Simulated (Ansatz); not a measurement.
This script drives Ansatz 0.2.0 through its Python package.

Contents of `ch7no2si.xyz`:
```text
12

O    -1.56480   -0.74100    0.61750
C    -0.34000   -0.93400    0.08740
O    -0.50320   -1.91110   -0.90900
N     0.17140    0.26690   -0.57230
Si    1.02660    1.44270    0.19250
H    -1.87650   -1.54650    0.95660
H     0.36450   -1.29660    0.87440
H    -0.25870   -1.38900   -1.71220
H    -0.76350    0.72860   -0.80840
H     2.28140    0.82170    0.70010
H     0.23040    1.97680    1.36760
H     1.30930    2.52650   -0.76020
```

The script, `ch7no2si.py`:
```python
# -*- coding: utf-8 -*-
'''One geometry of CH7NO2Si, method by method.'''

from pathlib import Path

import ansatz
import numpy as np


def main():
    molecule = ansatz.Crystal.molecule_from_extxyz('ch7no2si.xyz')

    calculation = molecule.calculation().basis(gaussian='def2-SVP')

    print('functional    E (Ha)        dipole (D)   HOMO (eV)  LUMO (eV)')
    for name in ['blyp', 'lda', 'hse06', 'b3lyp', 'lc_wpbe']:
        data = calculation.functional(name).forces().orbitals().run(runs_dir='runs').report
        lines = Path(data['orbitals_path']).read_text().splitlines()
        field_of = lambda key: [line.split('=')[1].strip() for line in lines if line.startswith(key)]
        orbitals = [(27.211386 * float(e), s, float(n)) for e, s, n in zip(field_of('Ene='), field_of('Spin='), field_of('Occup='))]
        homo = max(e for e, _, n in orbitals if n > 0.5)
        lumo = min(e for e, _, n in orbitals if n < 0.5)
        dipole = 4.803205 * np.linalg.norm(data['charge_distribution']['dipole_moment_e_ang'])
        print(f'{name:10s} {data["free_energy_ev"] / 27.211386246:14.6f} {dipole:9.3f} {homo:11.3f} {lumo:10.3f}')


if __name__ == '__main__':
    main()
```

It is started by `python ch7no2si.py`. Estimate its wall time and peak memory on 1 thread of Arm Neoverse V1, with other jobs on the host.

It took about 25 s, with a peak of 0.29 GiB, for 5 runs of the engine.

```console
$ python ch7no2si.py
functional    E (Ha)        dipole (D)   HOMO (eV)  LUMO (eV)
blyp          -536.628457     0.469      -5.933      0.220
lda           -533.643046     0.505      -6.208     -0.166
hse06         -536.306687     0.464      -7.357      0.586
b3lyp         -536.735608     0.456      -7.466      0.745
lc_wpbe       -536.488790     0.478     -10.559      3.267
```

Notes:
- Total energies depend on the basis set; only differences at equal settings carry meaning.
- The geometry is a force-field or estimated start, not a minimum of this method, and the basis set is short of its limit. A lower total doesn't mark the better method: functionals have no common bound, and MP2 and coupled cluster aren't variational.
- b3lyp holds the VWN-RPA fit, as in Gaussian; the form of ORCA and Turbomole is b3lyp5.
- Levels such as HOMO and LUMO are orbital energies: with these approximate functionals they aren't the ionisation energy and electron affinity, and their gap isn't the fundamental gap.
- hse06 follows the composition of plane-wave codes, whose totals differ by tens of mHa, up to about 0.1 Ha, from the form usual in Gaussian-basis programs (wpbeh).
